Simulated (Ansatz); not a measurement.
# C3Pd: the cost of one run

Method: the levels named in each step, in Ansatz 0.2.0.

## Step 1: Starting point

Bond lengths: C1–C2 1.283 Å, C2–C3 1.289 Å, C3–Pd4 1.845 Å. Angles: C1–C2–C3 180.0°, C2–C3–Pd4 180.0°.

As a file:

```xyz
4

C     0.0000    0.0000   -2.0678
C     0.0000    0.0000   -0.7848
C     0.0000    0.0000    0.5039
Pd    0.0000    0.0000    2.3487
```

## Step 2: A rough first relaxation, PBE-D4/def2-SVP

This run stands in another session on the same molecule. It ended at:

```xyz
4

C     0.0000    0.0000   -2.0835
C     0.0000    0.0000   -0.7796
C     0.0000    0.0000    0.5305
Pd    0.0000    0.0000    2.3326
```

## Step 3: Relaxation, B2PLYP/def2-TZVPP

The input, input.yaml:

```yaml
crystal:
  periodic: [false, false, false]
  atoms:
    - { symbol: C, position_ang: [0.0, 0.0, -2.08352933] }
    - { symbol: C, position_ang: [0.0, 0.0, -0.77958929] }
    - { symbol: C, position_ang: [0.0, 0.0, 0.53052609] }
    - { symbol: Pd, position_ang: [0.0, 0.0, 2.33258254] }
basis:
  gaussian: { orbitals: def2-TZVPP }
hamiltonian:
  xc: { name: B2PLYP }
relax:
  f_tol: 0.002
  max_steps: 150
```

Run with:

```
ansatz run input.yaml --threads 4 --pin off --max-ram 10240MiB --backend cpu --events-out ev --progress --plain --runs-dir out
```

What time and memory should one allow on 4 threads of Intel Xeon at 2.50GHz (Skylake/Cascade Lake), shared host?

About 58 s, with a peak of 0.54 GiB.
